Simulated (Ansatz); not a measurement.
# Li2FeF5, space group P1: the D3 and D4 dispersion energy

With the Python package of Ansatz (0.2.0).

At the Python prompt:
```pycon
>>> import ansatz as az
>>> import numpy as np
>>> vectors0 = np.array([
...     [5.272, 0.0, 0.0],
...     [-2.3565, 5.203, 0.0],
...     [-0.4029, -2.3897, 6.5826],
... ])
>>> sites = [
...     ("Li", (0.4989, 0.9986, 0.5), 0.0),
...     ("Li", (0.1906, 0.3302, 0.2283), 0.0),
...     ("Li", (0.8055, 0.6655, 0.7708), 0.0),
...     ("Li", (0.4891, 0.9925, 0.0003), 0.0),
...     ("Fe", (0.8771, 0.7491, 0.2751), 3.5),
...     ("Fe", (0.1197, 0.2463, 0.7241), 3.5),
...     ("F", (0.5668, 0.3906, 0.1827), 0.0),
...     ("F", (0.8436, 0.3499, 0.6324), 0.0),
...     ("F", (0.1999, 0.1517, 0.4317), 0.0),
...     ("F", (0.1531, 0.6463, 0.3673), 0.0),
...     ("F", (0.3486, 0.0673, 0.7645), 0.0),
...     ("F", (0.7971, 0.8446, 0.5672), 0.0),
...     ("F", (0.9682, 0.2108, 0.9612), 0.0),
...     ("F", (0.032, 0.7855, 0.0382), 0.0),
...     ("F", (0.4303, 0.605, 0.8167), 0.0),
...     ("F", (0.6467, 0.9267, 0.2348), 0.0),
... ]
>>> def on_lattice(cell):
...     crystal = az.Crystal(lattice=az.Lattice.of(cell))
...     for symbol, position, moment in sites:
...         crystal = crystal.atom(symbol, position, moment=moment or None)
...     return crystal
...
>>> atoms = [(site[0], site[1]) for site in sites]
>>> print("dispersion energy and pressure at linear scale factors", (1.0, 1.05))
dispersion energy and pressure at linear scale factors (1.0, 1.05)
>>> for functional in (az.Functional.PBE, az.Functional.REVPBE):
...     for method in ("d3bj", "d4"):
...         damping = az.dispersion_damping(method=method, xc=functional)
...         line = []
...         for scale in (1.0, 1.05):
...             term = az.pairwise_dispersion(vectors=(vectors0 * scale).tolist(), atoms=atoms, damping=damping, periodic=(True, True, True))
...             line.append(f"{term.energy_ev / len(atoms):.4f} eV/atom, {np.trace(term.stress_gpa) / 3:.2f} GPa")
...         print(functional.value, method, "|", " | ".join(line))
...
pbe d3bj | -0.1049 eV/atom, -1.54 GPa | -0.0902 eV/atom, -0.99 GPa
pbe d4 | -0.0852 eV/atom, -1.19 GPa | -0.0737 eV/atom, -0.90 GPa
revpbe d3bj | -0.2083 eV/atom, -3.12 GPa | -0.1784 eV/atom, -2.02 GPa
revpbe d4 | -0.1749 eV/atom, -2.74 GPa | -0.1489 eV/atom, -2.00 GPa
>>> print("charges of the D4 model in the last cell:", np.round(term.partial_charges_e, 3))
charges of the D4 model in the last cell: [ 0.587  0.639  0.637  0.595  0.42   0.422 -0.331 -0.325 -0.311 -0.325
 -0.328 -0.309 -0.363 -0.35  -0.332 -0.328]
```

The structure comes from a database and needn't be a stable phase.
